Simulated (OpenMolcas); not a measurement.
**SnSe (SMILES [Se][Sn]): levels of theory compared**

Aim: a comparison of 5 runs (HF/3-21G, B2PLYP/def2-TZVP, BLYP/def2-TZVP, M06-2X/def2-TZVP, revPBE/def2-TZVP) of SnSe. 

The calculation is run with OpenMolcas 26.06.

## (1) The structure to begin with

SnSe: 2 atoms, total charge 0, spin state singlet. As SMILES, `[Se][Sn]`. Geometry: relaxed at PBE0-D4/def2-TZVP.

Bond lengths: Se1–Sn2 2.325 Å.

## (2) Energy and forces at HF/3-21G (run 1)

calc.inp

```
&GATEWAY
BASLIB=$CurrDir
BASISSET
Se.3-21G....
Se1 0.000000 0.000000 0.006530 angstrom
End of Basis
BASISSET
Sn.3-21G....
Sn2 0.000000 0.000000 2.331810 angstrom
End of Basis
&SEWARD
&SCF
THRESHOLDS=1e-10 1e-07 1e-07 1e-05
PRORBITALS=1
&ALASKA
```

The basis set 3-21G is read from a file made from the Basis Set Exchange's data (not shown).

Launch:

```sh
$ export MOLCAS_MEM=1860
$ pymolcas calc.inp > calc.log
```

Log:

```text
--- Start Module: gateway ---
[...]
--- Stop Module: gateway /rc=_RC_ALL_IS_WELL_ ---
[...]
      Basis functions           53
[...]
--- Start Module: scf ---
[...]
       Convergence after  12 Iterations
[...]
::    Total SCF energy                              -8384.7993903574
[...]
      Total spin, S                                     0.0000000000
[...]
      Total electronic charge=   84.000000
      Total            charge=   -0.000000
[...]
      Dipole Moment (debye):
      Origin of the operator (angstrom)=    0.0000    0.0000    1.4018
                   X=  3.5630E-16               Y=  1.9217E-15               Z=  3.7445E+00           Total=  3.7445E+00
      Quadrupole Moment (debye*angstrom):
[...]
--- Stop Module: scf /rc=_RC_ALL_IS_WELL_ ---
--- Start Module: alaska ---
[...]
 *              Molecular gradients               *
 **************************************************
  Irreducible representation: a
 ------------------------------------------------------------------------------------------
                              X                       Y                       Z
 ------------------------------------------------------------------------------------------
  SE1              -2.95568606316108E-16    2.99310089196587E-16    2.61805924674547E-02
  SN2               2.95568606316121E-16   -2.99310089196585E-16   -2.61805924675116E-02
 ------------------------------------------------------------------------------------------
--- Stop Module: alaska /rc=_RC_ALL_IS_WELL_ ---
[...]
```

It took 3.3 s on 1 thread of Arm Neoverse V1, shared host; peak memory 0.38 GiB.

## (3) The energy at B2PLYP/def2-TZVP (core potential) (run 2)

run.input

```
&GATEWAY
BasLib=$CurrDir
Coord
2
angstrom
Se       0.000000       0.000000       0.006530
Sn       0.000000       0.000000       2.331810
Basis=def2-TZVP
Group=NoSym
&SEWARD
GridInput
Grid=UltraFine
End of Grid
&SCF
KSDFT=B2PLYP_SCF
Thresholds=1e-10 1e-07 1e-07 1e-05
PrOrbitals=1 1
&MBPT2
Frozen=13
```

The basis set def2-TZVP is read from a file made from the Basis Set Exchange's data (not shown).

Launch:

```sh
$ export MOLCAS_MEM=1860
$ pymolcas run.input > run.log
```

Log:

```text
--- Start Module: gateway ---
[...]
--- Stop Module: gateway /rc=_RC_ALL_IS_WELL_ ---
[...]
      Basis functions           98
[...]
--- Start Module: scf ---
[...]
       Convergence after  14 Iterations
[...]
::    Total KS-DFT energy                           -2615.1454167495
[...]
      Total spin, S                                     0.0000000000
[...]
      Total electronic charge=   56.000000
      Total            charge=   -0.000000
[...]
      Dipole Moment (debye):
      Origin of the operator (angstrom)=    0.0000    0.0000    1.4018
                   X= -1.5594E-14               Y=  1.4999E-15               Z=  3.4348E+00           Total=  3.4348E+00
      Quadrupole Moment (debye*angstrom):
[...]
--- Stop Module: scf /rc=_RC_ALL_IS_WELL_ ---
[...]
--- Start Module: mbpt2 ---
[...]
 ###    WARNING: MP2 implementation intended for RHF references only         ###
 ###############################################################################
MBPT2 WARNING: Reference function according to RunFile:KS-DFT
I'll assume you know what you're doing and continue
WARNING!
Default frozen orbitals as non valence orbitals is overwritten by user input.
Default values:  14
[...]
       Reference weight ( Cref**2 )         =        0.75333
::    Total MBPT2 energy                            -2615.8319696272
[...]
      Total MBPT2 calculations                           0.27      0.31
--- Stop Module: mbpt2 /rc=_RC_ALL_IS_WELL_ ---
[...]
```

It took 13 s on 1 thread of Arm Neoverse V1, shared host; peak memory 0.55 GiB.

Runs 3 to 4 aren't shown in full; the table further down has their settings and results.

## (4) Energy and forces at revPBE/def2-TZVP (core potential) (run 5)

job.input

```
* SeSn Kohn-Sham DFT

&GATEWAY
 BasLib = $CurrDir
 Coord
 2
 bohr
 Se     0.00000000     0.00000000     0.01233991
 Sn     0.00000000     0.00000000     4.40648227
 Basis = def2-TZVP
 Group = NoSym

&SEWARD
 GridInput
 Grid=UltraFine
 End of Grid

&SCF
 KSDFT = revPBE
 Thresholds = 1e-10 1e-07 1e-07 1e-05
 PrOrbitals = 1 1

&ALASKA
```

The basis set def2-TZVP is read from a file made from the Basis Set Exchange's data (not shown).

Launch:

```sh
$ export MOLCAS_MEM=1860
$ pymolcas job.input > job.log
```

Log:

```text
--- Start Module: gateway ---
[...]
--- Stop Module: gateway /rc=_RC_ALL_IS_WELL_ ---
[...]
      Basis functions           98
[...]
--- Start Module: scf ---
[...]
       Convergence after  16 Iterations
[...]
::    Total KS-DFT energy                           -2615.7650469647
[...]
      Total spin, S                                     0.0000000000
[...]
      Total electronic charge=   56.000000
      Total            charge=   -0.000000
[...]
      Dipole Moment (debye):
      Origin of the operator (angstrom)=    0.0000    0.0000    1.4018
                   X= -3.0604E-15               Y= -7.8939E-15               Z=  2.8096E+00           Total=  2.8096E+00
      Quadrupole Moment (debye*angstrom):
[...]
--- Stop Module: scf /rc=_RC_ALL_IS_WELL_ ---
[...]
--- Start Module: alaska ---
[...]
 *              Molecular gradients               *
 **************************************************
  Irreducible representation: a
 ------------------------------------------------------------------------------------------
                              X                       Y                       Z
 ------------------------------------------------------------------------------------------
  SE1               6.98902850420270E-15    1.63509317540423E-15    1.42942000683632E-02
  SN2              -6.99000428781232E-15   -1.63682874588731E-15   -1.42942000683632E-02
 ------------------------------------------------------------------------------------------
--- Stop Module: alaska /rc=_RC_ALL_IS_WELL_ ---
[...]
```

It took 21 s on 1 thread of Arm Neoverse V1, shared host; peak memory 0.55 GiB.

## (5) All runs side by side

```
run                              level      task  frozen core orbitals   energy (Eh)  dipole moment (D)  HOMO energy (eV)  LUMO energy (eV)  wall time
  1                           HF/3-21G  gradient                     –  -8384.799390               3.74             -9.06              0.00      3.3 s
  2  B2PLYP/def2-TZVP (core potential)    energy                    13  -2615.330786               3.43             -7.75             -1.60       13 s
  3    BLYP/def2-TZVP (core potential)  gradient                     –  -2615.910543               2.78             -5.96             -3.08       22 s
  4  M06-2X/def2-TZVP (core potential)  gradient                     –  -2615.864843               3.53             -7.92             -1.71       25 s
  5  revPBE/def2-TZVP (core potential)  gradient                     –  -2615.765047               2.81             -6.07             -3.10       21 s
```

## (6) Outcome

| quantity | value |
| --- | --- |
| run 5: total energy | -2615.76505 Eh |
| run 5: dipole moment | 2.81 D |
| run 5: HOMO energy | -6.07 eV |
| run 5: LUMO energy | -3.10 eV |
| run 5: HOMO–LUMO gap | 2.97 eV |
| run 5: largest force on an atom | 0.735 eV/Å |

In words: The dipole moment (its size) runs from 2.78 D (BLYP/def2-TZVP) to 3.74 D (HF/3-21G). The two ends differ in method and basis and core potential. The HOMO–LUMO gap runs from 2.88 eV (BLYP/def2-TZVP) to 9.06 eV (HF/3-21G). For B2PLYP the log adds the whole second-order term; the table takes 0.27 of it, as the functional is defined. Totals of different functionals can't be ranked against each other. Some runs of one species differ in core potentials or relativity; totals across that change don't compare. In run 1 relativity is left out where basis or elements ask for it. All runs together took 84 s, the longest 25 s.
